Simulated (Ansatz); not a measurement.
## HfRh3, space group Pm-3m: a frozen displacement of one atom, step by step

With Ansatz 0.2.0, Python API.

Typed at the interpreter:
```pycon
>>> import warnings
>>> import ansatz as az
>>> import numpy as np
>>> warnings.simplefilter("ignore", az.DeckWarning)
>>> system = (
...     az.Lattice.of((3.911, 0.0, 0.0), (0.0, 3.911, 0.0), (0.0, 0.0, 3.911))
...     .atom("Hf", (0.0, 0.0, 0.0))
...     .atom("Rh", (0.0, 0.5, 0.5))
...     .atom("Rh", (0.5, 0.0, 0.5))
...     .atom("Rh", (0.5, 0.5, 0.0))
... )
>>> [site.symbol for site in system.resolved().sites]
['Hf', 'Rh', 'Rh', 'Rh']
>>> inverse = np.linalg.inv(np.array(system.lattice.vectors))
>>> home = np.array(system.sites[2].position)
>>> values = np.linspace(-0.05, 0.05, 5)
>>> energies, pulls = [], []
>>> for shift in values:
...     moved = system.move(2, to=home + shift * inverse[1])
...     calc = moved.calculation()
...     calc = calc.functional("r2scan")
...     calc = calc.kpoints(spacing=0.29).occupations(az.OccupationsMethod.METHFESSEL_PAXTON, width=100 * az.meV)
...     calc = calc.forces()
...     data = calc.run(threads=1).report
...     energies.append(data["free_energy_ev"])
...     pulls.append(data["forces_ev_ang"][2][1])
...
>>> # the force is minus the slope of the free energy
>>> print("shift (A)   dE (eV)   force along y (eV/A)")
shift (A)   dE (eV)   force along y (eV/A)
>>> for shift, e, f in zip(values, energies, pulls):
...     print(f"{shift:8.3f} {e - energies[2]:10.5f} {f:12.4f}")
...
  -0.050    0.01108       0.4433
  -0.025    0.00277       0.2215
   0.000    0.00000      -0.0000
   0.025    0.00277      -0.2215
   0.050    0.01108      -0.4433
>>> print(f"stiffness from energies {2 * np.polyfit(values, energies, 2)[0]:.3f}, from forces {-np.polyfit(values, pulls, 1)[0]:.3f} eV/A^2")
stiffness from energies 8.863, from forces 8.865 eV/A^2
```

The curvature of the energy gives 8.863 eV/Å² and the slope of the force 8.865 eV/Å², a positive curvature.

What to keep in mind:
- No spin polarisation was allowed.
- For a metal this k-point mesh is coarse: on a finer one energies can move by several to tens of meV an atom and pressures by half a GPa or more, differences at one mesh by less.
- In a metal a curvature from energy changes of a few meV or less hangs on mesh and smearing, in size and even in sign.
- Spin-orbit coupling, which matters for elements this heavy, is left out.
- The structure is a deposited one; some such entries were measured under pressure or heat, so a shift against it needn't be the functional's error alone.
- All periodic images of the atom move with it, so the curvature is one diagonal element of the zone-centre force constants and no normal mode; a positive value doesn't exclude soft modes in which several atoms move.
- It ran for 2.9 min on 1 thread of Arm Neoverse N1, on a shared host, peak memory 0.58 GiB.
